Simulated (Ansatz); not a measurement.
# GaH₂I: single points off equilibrium

An exercise on one series of results from a longer session: the logs are not shown, and one member is left open.

Program: Ansatz 0.2.0, Gaussian basis. Level of theory: single points in def2-TZVPP. These are calculated values, not measurements.

Cores are frozen in the correlated methods. Filled d shells of the heavier atoms are correlated. Core potentials replace the inner electrons past krypton, and spin-orbit coupling is left out.

## The starting structure

SMILES `[GaH2][I]`, 4 atoms, charge 0, spin multiplicity 1.

Atoms are counted from 1 here; the program's logs count them from 0.

Bond lengths: Ga1–I2 2.613 Å, Ga1–H3 1.622 Å, Ga1–H4 1.621 Å. Angles: I2–Ga1–H3 118.1°, I2–Ga1–H4 117.7°, H3–Ga1–H4 124.1°.

Geometry (Å):

```mol
GaH2I
  3D, bonds by distance, orders not assigned

  4  3  0  0  0  0  0  0  0  0999 V2000
   -0.2276    0.0108   -0.1189 Ga  0  0
    2.1391   -0.4172    0.9017 I   0  0
   -1.4690   -0.8768    0.4296 H   0  0
   -0.3716    1.1927   -1.2187 H   0  0
  1  2  8  0
  1  3  8  0
  1  4  8  0
M  END
```

Set-up of the first run:

File run/in.yaml:

```yaml
crystal:
  periodic: [false, false, false]
  atoms:
    - {symbol: Ga, position_ang: [-0.227600, 0.010800, -0.118900]}
    - {symbol: I, position_ang: [2.139100, -0.417200, 0.901700]}
    - {symbol: H, position_ang: [-1.469000, -0.876800, 0.429600]}
    - {symbol: H, position_ang: [-0.371600, 1.192700, -1.218700]}
basis:
  gaussian: {orbitals: def2-TZVPP}
correlation: {method: ccsd_t}
output: {forces: true}
```

Launch:

```console
> ansatz run in.yaml --threads 4 --pin off --events-out ev --progress --plain --max-ram 5222MiB
```

Among the steps run: CCSD(T)/def2-TZVPP; PBE0-D4/def2-TZVPP; wB97M-V/def2-TZVPP; r2SCAN-D4/def2-TZVPP; PBE-D4/def2-TZVPP; wB97X-V/def2-TZVPP; BHLYP-D4/def2-TZVPP.

One table of the session follows, with a row left open; its other results are not shown here.

| method | RMS force component (eV/Å) | angle to CCSD(T) forces (°) | dipole (D) |
| --- | --- | --- | --- |
| CCSD(T) | 0.511 | reference | 1.68 |
| PBE0-D4 | 0.469 | 1.8 | 1.74 |
| wB97M-V | 0.527 | 3.5 | 1.86 |
| r2SCAN-D4 | 0.491 | 3.6 | 1.67 |
| PBE-D4 | 0.382 | 3.7 | 1.55 |
| wB97X-V | ? | ? | ? |
| BHLYP-D4 | 0.501 | 7.3 | 1.85 |

Q: Estimate the row for wB97X-V from the others.

The run gave: RMS force component (eV/Å): 0.525; angle to CCSD(T) forces (°): 0.8; dipole (D): 1.87. In the column «RMS force component (eV/Å)» it lies between CCSD(T) (0.511) and wB97M-V (0.527).
